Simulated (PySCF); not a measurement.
# CH₅BF₃N: geometry, NMR shifts, spin-spin couplings and electronic excitations

Wanted: the NMR shifts, spin-spin couplings and electronic excitations of CH₅BF₃N (`[NH3+][BH2-]C(F)(F)F`), by calculation.

The runs use PySCF 2.14.0, with density-fitted response routines of our own; the level of theory stands in each step. All values are computed, except where a source is named. Atoms count from 0, in the outputs and in this text.

## 1. The molecule as given

11 atoms, charge 0, multiplicity 1; geometry from: GFN2-xTB.

Bonds of the start (Å): N0–B1 1.62, B1–C2 1.63, C2–F3 1.34, C2–F4 1.37, C2–F5 1.37, N0–H6 1.02, N0–H7 1.02, N0–H8 1.01, B1–H9 1.18, B1–H10 1.18.

## 2. Optimising the geometry at PBE0-D3(BJ)/def2-SVP

Job settings and geometry (Å):

```
{"job": {"xc": "PBE0", "basis": "def2-SVP", "d3": "d3bj", "grid": 1, "kind": "geom"}, "charge": 0, "multiplicity": 1}
N     -1.301891     0.117907    -0.131178
B      0.094958    -0.627977    -0.490338
C      1.164900     0.237980     0.389091
F      2.452507    -0.128861     0.309281
F      1.139308     1.571421     0.068840
F      0.861476     0.236229     1.726542
H     -1.448370     0.065864     0.874763
H     -1.227303     1.095169    -0.405926
H     -2.075790    -0.322064    -0.618479
H      0.039894    -1.742273    -0.103161
H      0.305737    -0.500725    -1.645398
```

Log:

```text
step   0  E = -419.53960760  max force = 0.020559
step   1  E = -419.53964009  max force = 0.008312
step   2  E = -419.54095797  max force = 0.008424
step   3  E = -419.54171873  max force = 0.004016
step   4  E = -419.54182486  max force = 0.001116
step   5  E = -419.54183706  max force = 0.000419
optimisation converged
```

Run time: 24 s. Hardware: 1 thread, shared host.

The steps of the relaxation:

```csv
step,energy from step 0 (eV),largest force component (eV/Å)
0,0.0000,1.0572
1,-0.0009,0.4274
2,-0.0367,0.4332
3,-0.0574,0.2065
4,-0.0603,0.0574
5,-0.0607,0.0215
```

Distances of close pairs at the start and the end, largest changes first:

```csv
bond,before (Å),after (Å),change (Å)
B1–H9,1.181,1.217,+0.036
B1–H10,1.181,1.217,+0.036
B1–C2,1.633,1.607,-0.026
C2–F3,1.341,1.333,-0.009
C2–F4,1.372,1.366,-0.006
N0–B1,1.624,1.619,-0.005
N0–H6,1.018,1.023,+0.005
N0–H7,1.018,1.023,+0.005
```

The end geometry stands in the next job.

```csv
at the end point,value
point group (found at 0.08 Å tolerance),Cs
"rotational constants (GHz, main isotopes)","5.169, 2.607, 2.572"
dipole moment (D),6.20
```

## 3. Nuclear shieldings: PBE0/pcSseg-1

Job settings and geometry (Å):

```
{"job": {"kind": "nmr", "xc": "PBE0", "basis": "pcSseg-1"}, "charge": 0, "multiplicity": 1}
N     -1.195382    -0.247734    -0.448246
B      0.392432    -0.554930    -0.381369
C      0.922505     0.561005     0.646279
F      2.230529     0.523920     0.898576
F      0.641368     1.824031     0.209989
F      0.286744     0.476705     1.853232
H     -1.607030    -0.324302     0.484811
H     -1.355846     0.706909    -0.778072
H     -1.678693    -0.893032    -1.072173
H      0.524969    -1.681240     0.061187
H      0.840307    -0.391760    -1.501581
```

Method: GIAO PBE0/pcSseg-1 NMR shielding, non-relativistic, gas phase.

Log:

```text
coarse grid: 9592 points
cycle   1  E = -419.6493886093  dE =  6.929e-01  |g| = 8.256e-01  |ddm| = 2.621e+00
cycle   2  E = -419.5816930339  dE =  6.770e-02  |g| = 1.123e+00  |ddm| = 9.845e-01
cycle   3  E = -419.7699554520  dE = -1.883e-01  |g| = 7.809e-02  |ddm| = 5.155e-01
cycle   4  E = -419.7713752950  dE = -1.420e-03  |g| = 2.414e-02  |ddm| = 9.266e-02
cycle   5  E = -419.7715225674  dE = -1.473e-04  |g| = 3.777e-03  |ddm| = 2.334e-02
cycle   6  E = -419.7715253942  dE = -2.827e-06  |g| = 1.661e-03  |ddm| = 4.101e-03
final grid: 95080 points
cycle   7  E = -419.8199274019  dE = -4.738e-05  |g| = 8.960e-03  |ddm| = 2.015e-02
cycle   8  E = -419.8199163873  dE =  1.101e-05  |g| = 1.220e-02  |ddm| = 1.201e-02
cycle   9  E = -419.8199433566  dE = -2.697e-05  |g| = 5.679e-04  |ddm| = 6.430e-03
cycle  10  E = -419.8199434099  dE = -5.333e-08  |g| = 2.374e-04  |ddm| = 5.399e-04
cycle  11  E = -419.8199434178  dE = -7.879e-09  |g| = 6.418e-05  |ddm| = 1.338e-04
cycle  12  E = -419.8199434186  dE = -8.378e-10  |g| = 1.313e-05  |ddm| = 4.889e-05
converged SCF energy = -419.8199434186

GIAO shielding tensors (ppm)
atom      isotropic    diamagn.    paramagn.     s11        s22        s33       span
  0 N      227.027     315.761     -88.734    219.155    225.696    236.230     17.075
  1 B      123.664     188.113     -64.449    118.766    119.626    132.600     13.834
  2 C       42.945     244.748    -201.803     29.618     40.473     58.745     29.127
  3 F      260.238     471.703    -211.466    161.983    287.798    330.933    168.951
  4 F      259.773     475.813    -216.040    152.617    278.519    348.183    195.566
  5 F      260.044     475.897    -215.853    152.196    279.017    348.920    196.724
  6 H       28.208      29.803      -1.595     21.634     25.965     37.026     15.391
  7 H       28.234      29.792      -1.558     21.697     25.927     37.080     15.383
  8 H       28.602      28.166       0.436     22.241     23.975     39.590     17.349
  9 H       29.102      29.017       0.086     26.151     28.995     32.161      6.011
 10 H       29.100      29.012       0.089     26.168     28.978     32.156      5.988
```

Run time: 9.4 s. Hardware: 1 thread, shared host.

The references, computed at this level on geometries of the same kind, shield at (ppm): 1H TMS 31.27, 13C TMS 184.4, 19F CFCl3 177.2, 15N NH3 265.7, 11B BF3·OEt2 100.7. Their shielding less the atom's gives the shift. The references are single molecules in the gas phase, so shifts against H2O, NH3, PH3, H3PO4 or CFCl3 are not on the usual liquid scales and can be off by tens of ppm. Atoms listed in one row are averaged.

```csv
atoms,environment,σ (ppm),δ (ppm),δ scaled to CDCl3
C2,CF3 carbon,42.9,141.5,136.9
"H6, H7, H8",hydrogen on a donor nitrogen of a Lewis adduct,28.35,2.92,–
"H9, H10","hydrogen on a boron bonded to C, N",29.10,2.17,–
N0,donor nitrogen of a Lewis adduct,227.0,38.6,–
B1,"boron bonded to C, N, 2 H",123.7,-22.9,–
"F3, F4, F5",fluorine of a CF3 group,260.0,-82.8,–
```

The scaled column applies a straight-line fit of computed shieldings to shifts measured in CDCl3, and one for carbons that bear F (root-mean-square error 0.21 ppm for H, 2.0 ppm for C).

Charges from the same density, by scheme (e):

```csv
atoms,Mulliken,IAO,Hirshfeld,ESP fit
N0,-0.35,-0.41,-0.08,-0.49
B1,-0.07,-0.25,-0.06,-0.02
C2,0.65,0.69,0.17,0.45
"F3, F4, F5",-0.31,-0.30,-0.12,-0.21
```

Mayer bond orders: N0–B1 0.62, B1–C2 0.91, C2–F3 1.00, C2–F4 0.91, C2–F5 0.91.

## 4. Spin-spin couplings: B3LYP/pcJ-1

Settings changed since step 3:

```diff
@@ -1,2 +1,2 @@
-{"job": {"kind": "nmr", "xc": "PBE0", "basis": "pcSseg-1"}, "charge": 0, "multiplicity": 1}
+{"job": {"kind": "j", "xc": "B3LYP", "basis": "pcJ-1"}, "charge": 0, "multiplicity": 1}
 N     -1.195382    -0.247734    -0.448246
```

With the program's defaults for keys left out, this is: B3LYP/pcJ-1 indirect spin-spin coupling, non-relativistic, gas phase.

Log:

```text
coarse grid: 9592 points
cycle   1  E = -420.1200273137  dE =  6.399e-01  |g| = 8.835e-01  |ddm| = 2.460e+00
cycle   2  E = -420.0101575237  dE =  1.099e-01  |g| = 1.295e+00  |ddm| = 1.054e+00
cycle   3  E = -420.2506327314  dE = -2.405e-01  |g| = 8.973e-02  |ddm| = 5.800e-01
cycle   4  E = -420.2524513796  dE = -1.819e-03  |g| = 3.320e-02  |ddm| = 1.072e-01
cycle   5  E = -420.2527201840  dE = -2.688e-04  |g| = 6.062e-03  |ddm| = 2.958e-02
cycle   6  E = -420.2527265528  dE = -6.369e-06  |g| = 2.749e-03  |ddm| = 5.312e-03
final grid: 95080 points
cycle   7  E = -420.2989325388  dE = -1.616e-04  |g| = 1.016e-02  |ddm| = 1.801e-02
cycle   8  E = -420.2989141657  dE =  1.837e-05  |g| = 1.462e-02  |ddm| = 1.150e-02
cycle   9  E = -420.2989498397  dE = -3.567e-05  |g| = 4.509e-04  |ddm| = 6.852e-03
cycle  10  E = -420.2989498456  dE = -5.893e-09  |g| = 4.050e-04  |ddm| = 4.541e-04
cycle  11  E = -420.2989498732  dE = -2.753e-08  |g| = 5.053e-05  |ddm| = 2.107e-04
cycle  12  E = -420.2989498736  dE = -4.301e-10  |g| = 1.417e-05  |ddm| = 4.125e-05
converged SCF energy = -420.2989498736

Indirect spin-spin couplings (Hz)
  i      j    bonds     total        FC       PSO       DSO        SD
  0 N    1 B    1     -4.092    -3.526    -0.007    -0.096    -0.462
  0 N    2 C    2     -0.480    -0.529     0.066    -0.047     0.030
  0 N    3 F    3     -3.917    -3.547    -0.451     0.123    -0.041
  0 N    4 F    3      1.385     1.044     0.336    -0.039     0.044
  0 N    5 F    3      1.264     0.885     0.376    -0.041     0.044
  0 N    6 H    1    -72.826   -70.512    -2.030    -0.252    -0.032
  0 N    7 H    1    -72.746   -70.424    -2.039    -0.251    -0.031
  0 N    8 H    1    -74.974   -72.550    -2.159    -0.213    -0.051
  0 N    9 H    2     -2.534    -2.519     0.007    -0.012    -0.009
  0 N   10 H    2     -2.522    -2.507     0.007    -0.012    -0.009
  1 B    2 C    1     85.178    84.666    -0.802     0.454     0.860
  1 B    3 F    2     50.037    51.603    -1.730    -0.004     0.168
  1 B    4 F    2     33.862    34.386    -0.929     0.021     0.383
  1 B    5 F    2     33.600    34.151    -0.930     0.022     0.356
  1 B    6 H    2     -2.939    -3.015     0.267    -0.254     0.063
  1 B    7 H    2     -2.940    -3.013     0.268    -0.257     0.063
  1 B    8 H    2     -2.348    -2.405     0.317    -0.350     0.090
  1 B    9 H    1    113.061   112.732    -0.857     1.059     0.128
  1 B   10 H    1    113.044   112.716    -0.857     1.058     0.128
  2 C    3 F    1   -377.704  -349.061   -38.768     1.276     8.849
  2 C    4 F    1   -354.840  -340.380   -28.099     1.315    12.324
  2 C    5 F    1   -354.096  -340.101   -27.758     1.316    12.447
  2 C    6 H    3      1.976     2.000    -0.323     0.299         -
  2 C    7 H    3      1.914     1.937    -0.319     0.296         -
  2 C    8 H    3      9.067     9.027     0.348    -0.308         -
  2 C    9 H    2     -3.655    -3.748    -0.277     0.370         -
  2 C   10 H    2     -3.658    -3.751    -0.277     0.370         -
  3 F    4 F    2     99.523    41.625    -0.775    -0.404    59.076
  3 F    5 F    2     99.823    41.176    -0.173    -0.399    59.219
  3 F    6 H    4     -1.290    -0.825     0.914    -1.357    -0.023
  3 F    7 H    4     -1.293    -0.835     0.929    -1.367    -0.020
  3 F    8 H    4      2.177     1.846     1.642    -1.566     0.255
  3 F    9 H    3     -0.185    -0.100     0.348    -0.116    -0.317
  3 F   10 H    3     -0.458    -0.390     0.377    -0.139    -0.307
  4 F    5 F    2     70.802    33.333   -21.033    -0.206    58.708
  4 F    7 H    4     -0.289     0.103    -1.860     1.700    -0.231
  4 F    8 H    4     -1.736    -1.604     1.460    -1.494    -0.098
  4 F    9 H    3     28.329    28.323     1.393    -1.560     0.173
  4 F   10 H    3      5.442     5.449     0.249     0.112    -0.368
  5 F    6 H    4     -0.369     0.049    -1.933     1.749    -0.235
  5 F    8 H    4     -1.700    -1.564     1.449    -1.494    -0.092
  5 F    9 H    3      4.908     4.905     0.277     0.094    -0.367
  5 F   10 H    3     27.926    27.917     1.396    -1.558     0.171
  6 H    7 H    2    -12.844   -13.008     4.181    -4.017         -
  6 H    8 H    2    -11.975   -12.115     4.651    -4.512         -
  6 H    9 H    3      2.309     2.372     0.045    -0.107         -
  6 H   10 H    3     13.703    13.781     2.433    -2.511         -
  7 H    8 H    2    -12.029   -12.169     4.649    -4.509         -
  7 H    9 H    3     13.758    13.836     2.436    -2.514         -
  7 H   10 H    3      2.383     2.445     0.036    -0.097         -
  8 H    9 H    3      2.086     2.188     0.288    -0.390         -
  8 H   10 H    3      2.001     2.104     0.302    -0.405         -
  9 H   10 H    2     -8.540    -8.614     1.016    -0.943         -
```

Wall time 32 s (1 thread, shared host).

Couplings of 1 Hz or more, nine at most for each number of bonds, with means over like pairs (isotopes 11B, 13C, 19F, 1H, 15N):

```csv
pair,bonds,J (Hz),Fermi contact (Hz)
C2–F3,1,-362.2,-343.2
B1–H9,1,113.1,112.7
B1–C2,1,85.2,84.7
N0–H6,1,-73.5,-71.2
N0–B1,1,-4.1,-3.5
F3–F4,2,90.0,38.7
B1–F3,2,39.2,40.0
H6–H7,2,-12.3,-12.4
H9–H10,2,-8.5,-8.6
C2–H9,2,-3.7,-3.7
B1–H6,2,-2.7,-2.8
N0–H9,2,-2.5,-2.5
F3–H9,3,11.0,11.0
H6–H9,3,6.0,6.1
C2–H6,3,4.3,4.3
```

The spin-dipole term was solved for some atoms only; pairs without it lack that part.

Quadrupole couplings from the field gradients of the same density:

```csv
atom,isotope,eQq/h (MHz),η
B1,11B,2.340,0.26
N0,14N,-2.208,0.08
```

Joined with the shifts from before (PBE0/pcSseg-1, unscaled), the couplings predict the line list below for 500 MHz. Couplings to quadrupolar nuclei are left out.

1H NMR δ 2.92 (br s, 3H), 2.17 (br, 2H).

## 5. Excited states and response: CAM-B3LYP/def2-SVPD

Settings changed since step 4:

```diff
@@ -1,2 +1,2 @@
-{"job": {"kind": "j", "xc": "B3LYP", "basis": "pcJ-1"}, "charge": 0, "multiplicity": 1}
+{"job": {"kind": "uv", "xc": "CAM-B3LYP", "basis": "def2-SVPD", "ip": true}, "charge": 0, "multiplicity": 1}
 N     -1.195382    -0.247734    -0.448246
```

With the program's defaults for keys left out, this is: TDDFT CAM-B3LYP/def2-SVPD, vertical, gas phase, core orbitals frozen in the response.

Log:

```text
coarse grid: 9592 points
cycle   1  E = -419.6824817723  dE =  7.404e-01  |g| = 8.329e-01  |ddm| = 4.288e+00
cycle   2  E = -419.6638089277  dE =  1.867e-02  |g| = 9.914e-01  |ddm| = 1.486e+00
cycle   3  E = -419.8157152353  dE = -1.519e-01  |g| = 6.360e-02  |ddm| = 7.521e-01
cycle   4  E = -419.8165432031  dE = -8.280e-04  |g| = 2.041e-02  |ddm| = 1.296e-01
cycle   5  E = -419.8166434346  dE = -1.002e-04  |g| = 3.679e-03  |ddm| = 4.117e-02
cycle   6  E = -419.8166468023  dE = -3.368e-06  |g| = 1.432e-03  |ddm| = 8.282e-03
final grid: 95080 points
cycle   7  E = -419.8679662401  dE = -3.570e-05  |g| = 5.802e-03  |ddm| = 6.213e-02
cycle   8  E = -419.8679647124  dE =  1.528e-06  |g| = 6.732e-03  |ddm| = 1.003e-02
cycle   9  E = -419.8679721672  dE = -7.455e-06  |g| = 2.933e-04  |ddm| = 4.416e-03
cycle  10  E = -419.8679721786  dE = -1.136e-08  |g| = 2.180e-04  |ddm| = 5.471e-04
cycle  11  E = -419.8679721875  dE = -8.883e-09  |g| = 3.508e-05  |ddm| = 2.168e-04
cycle  12  E = -419.8679721878  dE = -2.693e-10  |g| = 1.017e-05  |ddm| = 5.814e-05
converged SCF energy = -419.8679721878

Static polarisability (au): isotropic 42.804, principal 41.589 42.288 44.534

Singlet excitations
state   eV       nm        f      main configurations
  1   7.3537    168.6   0.01158   H->L 0.97
  2   7.6609    161.8   0.00991   H-1->L 0.97
  3   8.9876    138.0   0.01507   H->L+1 0.93
  4   9.1741    135.1   0.01009   H-1->L+1 0.41, H-2->L 0.41, H-1->L+2 0.10
  5   9.2148    134.5   0.08570   H->L+2 0.87
  6   9.3649    132.4   0.01527   H->L+3 0.47, H-1->L+1 0.32, H-2->L 0.17
  7   9.5002    130.5   0.05411   H-1->L+2 0.80, H-1->L+1 0.11
  8   9.5392    130.0   0.00437   H-1->L+3 0.95
  9   9.5598    129.7   0.09885   H->L+3 0.44, H-2->L 0.35, H-1->L+1 0.12
 10  10.1822    121.8   0.10622   H->L+5 0.85

Triplet excitations (Tamm-Dancoff, eV): 7.2141 7.5127 8.7879 8.8604
Vertical ionisation energy (delta-SCF) = 11.3863 eV
```

Run time: 59 s. Hardware: 1 thread, shared host.

Frontier orbitals and where they lie:

```csv
orbital,eV,atoms
HOMO−3,-12.69,"F5 34 %, F4 34 %, F3 31 %"
HOMO−2,-12.17,"B1 27 %, N0 20 %, F3 17 %"
HOMO−1,-10.33,"B1 28 %, C2 20 %, F5 12 %"
HOMO,-10.21,"B1 40 %, H9 21 %, H10 21 %"
LUMO,0.16,"B1 24 %, H8 20 %, N0 15 %"
LUMO+1,1.77,"B1 20 %, H8 17 %, H7 12 %"
LUMO+2,2.00,"B1 33 %, H8 11 %, F3 10 %"
```

With each of the 10 states as a Gaussian band of 0.4 eV half-width at 1/e, the curve within the window shown has maxima at 165 nm (ε 750), 131 nm (ε 9,700) L/(mol cm). Beyond the last state computed it falls off for lack of states. The curve at chosen wavelengths:

```tsv
nm	ε (L/mol/cm)
118	2477
121	4619
123	5178
126	6356
128	8007
131	9657
134	8408
136	6445
139	3397
141	1896
144	633
147	174
149	89
152	114
154	195
157	377
160	576
162	681
165	751
167	731
170	617
173	448
175	333
178	191
180	122
183	56
```

Ground-state properties from the same run:

```csv
property,computed
dipole moment (D),6.20
polarisability (Å³),6.34
HOMO–LUMO gap (eV),10.37
−ε(HOMO) (eV),10.21
```

## 6. NMR shieldings: PBE0/pcSseg-2

Settings changed since step 5:

```diff
@@ -1,2 +1,2 @@
-{"job": {"kind": "uv", "xc": "CAM-B3LYP", "basis": "def2-SVPD", "ip": true}, "charge": 0, "multiplicity": 1}
+{"job": {"kind": "nmr", "xc": "PBE0", "basis": "pcSseg-2", "pop": false}, "charge": 0, "multiplicity": 1}
 N     -1.195382    -0.247734    -0.448246
```

Level: GIAO PBE0/pcSseg-2 NMR shielding, non-relativistic, gas phase.

Log:

```text
coarse grid: 9592 points
cycle   1  E = -419.9081003447  dE =  6.940e-01  |g| = 8.575e-01  |ddm| = 2.041e+00
cycle   2  E = -419.8292949836  dE =  7.881e-02  |g| = 1.183e+00  |ddm| = 8.673e-01
cycle   3  E = -420.0329447984  dE = -2.036e-01  |g| = 8.587e-02  |ddm| = 4.600e-01
cycle   4  E = -420.0346041534  dE = -1.659e-03  |g| = 2.682e-02  |ddm| = 7.961e-02
cycle   5  E = -420.0347829126  dE = -1.788e-04  |g| = 4.613e-03  |ddm| = 2.170e-02
cycle   6  E = -420.0347866482  dE = -3.736e-06  |g| = 2.191e-03  |ddm| = 3.796e-03
final grid: 95080 points
cycle   7  E = -420.0342497563  dE = -1.211e-04  |g| = 9.271e-03  |ddm| = 3.741e-02
cycle   8  E = -420.0342380939  dE =  1.166e-05  |g| = 1.253e-02  |ddm| = 9.685e-03
cycle   9  E = -420.0342665658  dE = -2.847e-05  |g| = 6.851e-04  |ddm| = 5.227e-03
cycle  10  E = -420.0342666195  dE = -5.363e-08  |g| = 3.788e-04  |ddm| = 5.108e-04
cycle  11  E = -420.0342666397  dE = -2.021e-08  |g| = 7.730e-05  |ddm| = 1.701e-04
cycle  12  E = -420.0342666407  dE = -1.060e-09  |g| = 2.561e-05  |ddm| = 5.159e-05
cycle  13  E = -420.0342666409  dE = -1.082e-10  |g| = 4.780e-06  |ddm| = 1.362e-05
converged SCF energy = -420.0342666409

GIAO shielding tensors (ppm)
atom      isotropic    diamagn.    paramagn.     s11        s22        s33       span
  0 N      228.759     311.071     -82.312    221.289    227.319    237.667     16.378
  1 B      121.423     190.623     -69.200    116.290    117.136    130.843     14.553
  2 C       37.641     240.469    -202.827     23.709     35.766     53.450     29.741
  3 F      258.906     466.700    -207.795    159.685    288.618    328.414    168.729
  4 F      257.140     472.301    -215.161    149.262    276.598    345.560    196.297
  5 F      257.172     472.407    -215.234    148.735    276.922    345.859    197.125
  6 H       28.160      29.874      -1.714     21.619     25.801     37.061     15.443
  7 H       28.186      29.858      -1.672     21.676     25.765     37.117     15.441
  8 H       28.584      28.079       0.505     22.261     24.050     39.442     17.181
  9 H       29.141      29.775      -0.634     26.465     29.037     31.922      5.457
 10 H       29.139      29.765      -0.626     26.481     29.020     31.914      5.433
```

Run time: 31 s. Hardware: 1 thread, shared host.

This run: δ C2 146.5, N0 32.9, B1 -22.4, F3 -81.9, H6 2.93, H9 2.11 ppm (means over like atoms).

## 7. Run by run: NMR shifts

Shifts (ppm), means over like atoms, with basis size and wall time:

```csv
run,C2,H6,H9,N0,B1,F3,functions,time
PBE0/pcSseg-1,141.5,2.92,2.17,38.6,-22.9,-82.8,127,9.4 s
PBE0/pcSseg-2,146.5,2.93,2.11,32.9,-22.4,-81.9,286,31 s
```

## 8. Results

```
                                                                 quantity                          value
                                                              point group                             Cs
                                     rotational constants (main isotopes)           5.17, 2.61, 2.57 GHz
                                   13C shifts against TMS (PBE0/pcSseg-1)                      141.5 ppm
   1H shifts against TMS (PBE0/pcSseg-1, means over atoms taken as alike)                 2.92, 2.17 ppm
                                   15N shifts against NH3 (PBE0/pcSseg-1)                       38.6 ppm
                              11B shifts against BF3·OEt2 (PBE0/pcSseg-1)                      -22.9 ppm
19F shifts against CFCl3 (PBE0/pcSseg-1, means over atoms taken as alike)                      -82.8 ppm
                              largest coupling of the table (B3LYP/pcJ-1)       1J(C,F) C2–F3, -362.2 Hz
                                     lowest singlet (CAM-B3LYP/def2-SVPD)    7.35 eV (169 nm), f = 0.012
                                 brightest single state of those computed  state 10, 10.18 eV, f = 0.106
                                                           lowest triplet                        7.21 eV
                                        vertical ionisation energy (ΔSCF)                       11.39 eV
                                                 range of the shift of N0               32.9 to 38.6 ppm
```

What this shows: Relaxing lowered the energy by 0.061 eV in 5 steps; the close pair that moved most is B1–H9, from 1.181 to 1.217 Å. At PBE0/pcSseg-1: The largest span, 187 ppm, is at F3, F4, F5, where the paramagnetic term is -214 ppm. In the run at B3LYP/pcJ-1, the largest coupling of the table is C2–F3 (mean over like pairs), -362.2 Hz, of which the Fermi-contact term gives -343.2 Hz. Density functionals describe couplings to fluorine poorly, F–F couplings above all, so those rows are rough. The first singlet state (HOMO→LUMO 0.97) lies at 7.35 eV and is weak; of the 10 states computed, the strongest absorption comes from state 10 at 10.18 eV (the last computed, so partners may be missing). The lowest triplet lies 0.14 eV below the lowest singlet (triplets in Tamm-Dancoff, singlets in full TDDFT). ΔSCF puts the ionisation energy at 11.39 eV, 1.17 eV above −ε(HOMO). In this run the hole sits in HOMO−1, not in the HOMO; unless the two are degenerate, this need not be the first ionisation. In ppm, N0 moves most: its shift spreads over 5.7 ppm, from 32.9 (PBE0/pcSseg-2) to 38.6 (PBE0/pcSseg-1). Part of that comes from the computed reference.
